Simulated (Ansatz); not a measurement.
# GaAsH2+ (quartet): wave-function methods side by side, cc-pVDZ

An exercise on one series of results from a longer session: the logs are not shown, and one member is left open.

The runs use Ansatz 0.2.0, Gaussian basis; cc-pVDZ, core rule «outside noble gas», up to 28 orbitals frozen.

Plan: UHF; CCSD(T) on ROHF; CCSD(T) on UHF; BCCD(T) on ROHF; CISD as a restricted active space (open shells left free, so some higher excitations enter); CCSDT(Q) on ROHF; CCSDT(Q) on UHF; CCSDTQ on ROHF.

14 further runs of the same task are left out: 8 for a known fault of the program, 6 set aside as unsound or not needed. Runs told in other sessions of the task aren't counted.

## The system

The geometry is a PBE0/def2-TZVP stationary point (not a proven minimum) of the parent state, kept for this charge and spin. No spin-orbit coupling is included. The filled d shell of Ga, As may be among the frozen orbitals whatever the setting's name suggests.

4 atoms, charge 1, spin multiplicity 4.

Atoms are counted from 1 here; the program's logs count them from 0.

Bond lengths: Ga1–As2 2.473 Å, Ga1–H3 1.608 Å, As2–H4 1.527 Å. Angles: As2–Ga1–H3 116.3°, Ga1–As2–H4 93.5°.

Coordinates:

```
atom    x (Å)     y (Å)     z (Å)
 Ga1  0.00000  -0.06152   1.27440
 As2  0.00000   0.05880  -1.19531
  H3  0.00000   1.34348   2.05593
  H4  0.00000  -1.45869  -1.36200
```

Set-up of the first run:

in.yaml

```yaml
crystal:
  periodic: [false, false, false]
  atoms:
    - {symbol: Ga, position_ang: [0.000000, -0.061519, 1.274398]}
    - {symbol: As, position_ang: [0.000000, 0.058800, -1.195307]}
    - {symbol: H, position_ang: [0.000000, 1.343482, 2.055926]}
    - {symbol: H, position_ang: [0.000000, -1.458691, -1.361996]}
basis:
  gaussian: {orbitals: cc-pVDZ}
total_charge: 1
magnetization: {spin_polarized: true, initial_magnetization: 3}
hamiltonian: {xc: hf}
output: {orbitals: {seedname: orbitals}}
```

Command:

```console
ansatz run in.yaml --threads 1 --pin off --events-out ev --progress --plain --max-ram 4096MiB --backend cpu
```

Among the steps run: UHF; CCSD(T) on ROHF; CCSD(T) on UHF; BCCD(T) on ROHF; CISD as a restricted active space (open shells left free, so some higher excitations enter); CCSDT(Q) on ROHF; CCSDT(Q) on UHF; CCSDTQ on ROHF.

One of the session's tables, all rows but one given; the rest of the session is left out.

It belongs to the step «Misses and costs». 

| method | from RCCSDTQ (kcal/mol) |
| --- | --- |
| ROHF | +97.87 |
| UHF | +92.74 |
| RMP2 | +24.40 |
| UMP2 | +23.28 |
| RCCSD | +3.30 |
| UCCSD | +2.68 |
| RCCSD(T) | +0.81 |
| UCCSD(T) | +0.37 |
| BCCD(T) | +0.76 |
| RCCSDT | +0.12 |
| UCCSDT | ? |
| RCCSDT(Q) | +0.02 |
| UCCSDT(Q) | -0.39 |
| RCCSDTQ | 0 |

Q: Estimate the row for UCCSDT from the others.

The run gave: from RCCSDTQ (kcal/mol): -0.30. In the column «from RCCSDTQ (kcal/mol)» it lies between UCCSDT(Q) (-0.39) and RCCSDTQ (0).

Caveats from the session: Restricted and unrestricted rows rest on different reference determinants; a gap between their highest levels can come from leftover correlation error, from unlike frozen cores or from another state.
